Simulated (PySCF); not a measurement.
**TiI: from the state search to spectroscopic constants**

Aim: find the lowest electronic state of TiI, scan its bond at several levels of theory, and get bond length, wavenumber and dissociation energy from each curve.

The runs use PySCF 2.14.0; Ti x2c-TZVPPall, I x2c-TZVPPall, spin-free X2C with a Gaussian nucleus.

### Step 1. Input

Settings of the job:

```yaml
atoms: Ti, I
charge: 0
basis: Ti x2c-TZVPPall, I x2c-TZVPPall
Hamiltonian: spin-free X2C with a Gaussian nucleus
basis_functions: 124
electrons_treated: 75
masses_in_u: 47.9479, 126.9045
levels: PBE0, PBE, r²SCAN, r²SCAN0, TPSS, M06-2X, M06-L, ωB97X, HF, MP2, SCS-MP2
grid: 80 radial by 434 angular points
occupations: held fixed by the projection of orbital angular momentum
dissociation_limit: Ti + I, each in its ground configuration
starting_distance_in_angstrom: 2.575
values_of_2S_to_try: 1, 3, 5
```

The run is started by

```console
> OMP_NUM_THREADS=2 python dia.py task.json out
```

The runs that follow: First curve: PBE0; Excited determinants; PBE (GGA); r²SCAN (meta-GGA); r²SCAN0 (hybrid meta-GGA); TPSS (meta-GGA); M06-2X (hybrid meta-GGA); M06-L (meta-GGA); ωB97X (range-separated hybrid); UHF (mean field).

**Question.** What will these runs give? Wanted: for each run, Re; ωe; De; μ.

**Answer**, as computed:

Lowest PBE0 solution found, without spin–orbit coupling: quartet, unpaired electrons σ ↑, π ↑, δ ↑. State 2 has its PBE0 minimum 0.29 eV higher. State 3 has its PBE0 minimum 0.34 eV higher. State 4 has its PBE0 minimum 0.44 eV higher. The other levels ran on the lowest alone.

```csv
level,Re (Å),ωe (cm⁻¹),De (eV),μ (D)
UHF,2.764,233.6,2.70,-3.98
UHF-MP2,2.649,253.8,3.19,n/a
UHF-SCS-MP2,2.676,248.7,2.90,n/a
PBE,2.609,256.1,3.80,-3.41
TPSS,2.621,252.9,3.78,-3.61
r²SCAN,2.620,257.2,3.94,-3.80
M06-L,2.627,252.1,3.40,-4.17
PBE0,2.625,255.9,3.52,-4.01
r²SCAN0,2.635,255.6,3.61,-4.15
M06-2X,2.661,248.7,2.89,-3.66
ωB97X,2.636,256.6,2.96,-4.50
```

De is counted to Ti + I in their ground configurations. A positive dipole means Ti(−)I(+).

In words: Bond lengths run from 2.609 Å (PBE) to 2.764 Å (UHF). Of the levels with a De here, UHF gives the least (2.70 eV) and r²SCAN the most (3.94 eV).

Correlated steps freeze 23 core orbitals. These are scalar-relativistic numbers at best; spin–orbit coupling would shift them, the dissociation energy most. The state is the lowest single determinant that the PBE0 search found; with open d or f shells the true ground state can be another one. At some levels the lowest empty orbital lies below the highest filled one (the two can be of opposite spin). With spin–orbit coupling the term label itself may not hold.
